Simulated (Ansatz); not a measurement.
# TiRe: squeezing one contact

The task here is to estimate one member of a computed series from the others.

Computed with Ansatz 0.2.0 (DFT PBEsol, with the methods named in each step, unless a step's input says otherwise).

## The system as given

It takes space group Pm-3m (No. 221, cubic). Conventional cell: a = 3.118 Å, b = 3.118 Å, c = 3.118 Å, α = 90.00°, β = 90.00°, γ = 90.00°. Ti (site symmetry m-3m) has 8 Re at 2.70 Å as nearest neighbours. Re (site symmetry m-3m) has 8 Ti at 2.70 Å as nearest neighbours.

Coordinates:

```
CELL_PARAMETERS angstrom
3.11800 0.00000 0.00000
0.00000 3.11800 0.00000
0.00000 0.00000 3.11800
ATOMIC_POSITIONS crystal
Ti 0.50000 0.50000 0.50000
Re 0.00000 0.00000 0.00000
```

Atoms are numbered in the order of the input: Ti1, Re2.

Set-up of the first run:

The input, input.yaml:

```yaml
crystal:
  lattice:
    - [3.118, 0.0, 0.0]
    - [0.0, 3.118, 0.0]
    - [0.0, 0.0, 3.118]
  atoms:
    - { symbol: Ti, position: [0.5, 0.5, 0.5] }
    - { symbol: Re, position: [0.0, 0.0, 0.0] }
kpoints:
  mp_grid: { grid: [10, 10, 10] }
scf:
  occupations: { method: fermi_dirac, width: 0.05 }
hamiltonian:
  xc: pbesol
  pseudopotentials: { kind: all_electron, lapw: { basis_error: 0.001 } }
output:
  forces: true
  stress: true
  eigenvalues: true
  populations: true
```

Command:

```
$ ansatz run input.yaml --threads 1 --pin off --max-ram 2048MiB --backend cpu --events-out ev --progress --plain --runs-dir out
```

Among the steps run: The bond as given, LAPW; Shortest bond scaled by 1, crystal datasets; Shortest bond scaled by 1.1, LAPW; Shortest bond scaled by 1.1, crystal datasets; Shortest bond scaled by 0.94, LAPW; Shortest bond scaled by 0.88, LAPW; Shortest bond scaled by 0.64, LAPW; Shortest bond scaled by 0.64, crystal datasets.

One of the session's tables, all rows but one given; the rest of the session is left out.

| method | length (Å) | force along the bond (eV/Å) | pressure (GPa) | largest force (eV/Å) |
| --- | --- | --- | --- | --- |
| LAPW | 1.728 | 19.450 | 73.53 | 19.450 |
| LAPW | 2.376 | 3.003 | 0.39 | 3.003 |
| LAPW | 2.538 | 1.578 | -5.66 | 1.578 |
| LAPW | 2.700 | 0.000 | -7.68 | 0.000 |
| LAPW | 2.970 | -2.559 | -2.06 | 2.559 |
| PAW | 1.728 | 19.330 | 73.25 | 19.330 |
| PAW | 2.376 | 3.004 | 0.40 | 3.004 |
| PAW | 2.538 | 1.579 | -5.67 | 1.579 |
| PAW | 2.700 | 0.000 | -7.69 | 0.000 |
| PAW | 2.970 | -2.560 | -2.06 | 2.560 |
| PAW (source ansatz) | 1.728 | 19.544 | 73.87 | 19.544 |
| crystal datasets | 1.728 | ? | ? | ? |
| crystal datasets | 2.700 | 0.000 | -7.67 | 0.000 |
| crystal datasets | 2.970 | -2.559 | -2.06 | 2.560 |

**Question.** Estimate the row for crystal datasets, 1.728.

As computed: force along the bond (eV/Å): 19.452; pressure (GPa): 73.53; largest force (eV/Å): 19.452. In the column «force along the bond (eV/Å)» it lies between LAPW, 1.728 (19.450) and PAW (source ansatz), 1.728 (19.544).

To keep in mind: Warnings in the runs' records: gradients without spin orbit, crystal datasets made.
